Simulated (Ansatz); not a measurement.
**C2H8FGaSi: ionisation energy by level of theory**

How much energy removes an electron from C2H8FGaSi at fixed geometry? The cation is run at each level and the neutral's energy taken from earlier runs.

Computed with Ansatz 0.2.0, Gaussian basis. Level: unrestricted cation, the program's frozen cores in correlated methods.

Levels to be run: UKS PBE-D4/def2-TZVPP; UKS r2SCAN-D4/def2-TZVPP; UKS PBE0-D4/def2-TZVPP; UKS B3LYP-D4/def2-TZVPP; UKS wB97X-V/def2-TZVPP; UKS wB97M-V/def2-TZVPP; UKS B2PLYP/def2-TZVPP; UHF-CCSD(T)/def2-TZVPP; UHF-MP2/def2-QZVPP; extrapolation to the limit; then −ε(HOMO) from the neutral's earlier runs with LDA (SPW92), PBE-D4, revPBE-D4, BLYP-D4, r2SCAN-D4, B97M-V, PBE0-D4, B3LYP-D4, r2SCANh-D4, r2SCAN0-D4, HSE06-D4, BHLYP-D4, CAM-B3LYP-D4, LC-ωPBE, ωB97X-V, ωB97M-V.

## (1) The geometry

All runs share one geometry, relaxed beforehand with PBE0-D4 in a triple-zeta def2 set.

SMILES `C[Si](C)(F)[GaH2]`, 13 atoms, charge 0, spin multiplicity 1.

Atoms are counted from 1 here; the program's logs count them from 0.

Bond lengths: C1–Si2 1.868 Å, C1–H6 1.094 Å, C1–H7 1.092 Å, C1–H8 1.094 Å, Si2–C3 1.868 Å, Si2–F4 1.618 Å, Si2–Ga5 2.426 Å, C3–H9 1.094 Å, C3–H10 1.092 Å, C3–H11 1.094 Å, Ga5–H12 1.579 Å, Ga5–H13 1.574 Å. Angles: Si2–C1–H6 110.3°, Si2–C1–H7 111.8°, Si2–C1–H8 110.5°, H6–C1–H7 108.0°, H6–C1–H8 108.1°, H7–C1–H8 108.0°, C1–Si2–C3 110.0°, C1–Si2–F4 106.9°, C1–Si2–Ga5 111.7°, C3–Si2–F4 106.9°, C3–Si2–Ga5 111.7°, F4–Si2–Ga5 109.5°, Si2–C3–H9 110.3°, Si2–C3–H10 111.7°, Si2–C3–H11 110.5°, H9–C3–H10 108.0°, H9–C3–H11 108.1°, H10–C3–H11 108.0° and more.

## (2) Cation, UKS PBE-D4/def2-TZVPP

The input, in.yaml:

```yaml
crystal:
  periodic: [false, false, false]
  atoms:
    - {symbol: C, position_ang: [-1.737922, -0.025385, -0.392078]}
    - {symbol: Si, position_ang: [0.121823, 0.140304, -0.460053]}
    - {symbol: C, position_ang: [0.922932, -1.517293, -0.141325]}
    - {symbol: F, position_ang: [0.500693, 0.560578, -1.975641]}
    - {symbol: Ga, position_ang: [0.928539, 1.836183, 1.075365]}
    - {symbol: H, position_ang: [-2.076566, -0.793290, -1.093867]}
    - {symbol: H, position_ang: [-2.237740, 0.911267, -0.648966]}
    - {symbol: H, position_ang: [-2.060059, -0.316457, 0.611672]}
    - {symbol: H, position_ang: [0.546212, -2.262689, -0.847951]}
    - {symbol: H, position_ang: [2.008978, -1.469152, -0.248045]}
    - {symbol: H, position_ang: [0.697495, -1.864111, 0.871022]}
    - {symbol: H, position_ang: [0.678662, 1.672268, 2.626233]}
    - {symbol: H, position_ang: [1.706962, 3.127777, 0.623634]}
basis:
  gaussian: {orbitals: def2-TZVPP}
total_charge: 1
magnetization: {spin_polarized: true, initial_magnetization: 1}
hamiltonian: {xc: pbe, dispersion: d4}
```

The run is started by

```bash
ansatz run in.yaml --threads 2 --pin off --events-out ev --progress --plain --max-ram 32768MiB --backend cuda --devices 0, --max-vram 18GiB
```

After this run come: Cation, UKS r2SCAN-D4/def2-TZVPP; Cation, UKS PBE0-D4/def2-TZVPP; Cation, UKS B3LYP-D4/def2-TZVPP; Cation, UKS wB97X-V/def2-TZVPP; Cation, UKS wB97M-V/def2-TZVPP; Cation, UKS B2PLYP (frozen core)/def2-TZVPP; Cation, UHF-CCSD(T)/def2-TZVPP; Cation, UHF-MP2/def2-QZVPP.

Q: Predict the results of all the runs planned. Wanted: ionisation energy, CCSD(T)/CBS; nearest functional by difference; nearest −ε(HOMO); −ε(HOMO) of PBE; T1 of the cation.

The runs gave:

| quantity | value |
| --- | --- |
| ionisation energy, CCSD(T)/CBS | 9.41 eV |
| nearest functional by difference | ωB97X-V (-0.18 eV) |
| nearest −ε(HOMO) | ωB97X-V (-0.03 eV) |
| −ε(HOMO) of PBE | 6.04 eV |
| T1 of the cation | 0.016 |

**Reading.** By cation minus neutral, the functionals miss by 0.58 eV at most. The PBE orbital energy is 3.4 eV too small: a semilocal HOMO is no ionisation energy. Among orbital estimates ωB97X-V comes nearest. Hartree-Fock falls 0.80 eV short, as the neutral has more correlation energy than the cation. The cation may have settled in a state other than its lowest; no search over hole states beyond the program's own was made. Correlated methods include outer-core shells of Ga, which these sets cover unevenly. With outer-core shells in play the reference is unsure by up to some tenths of an eV, so close misses can't be ranked.
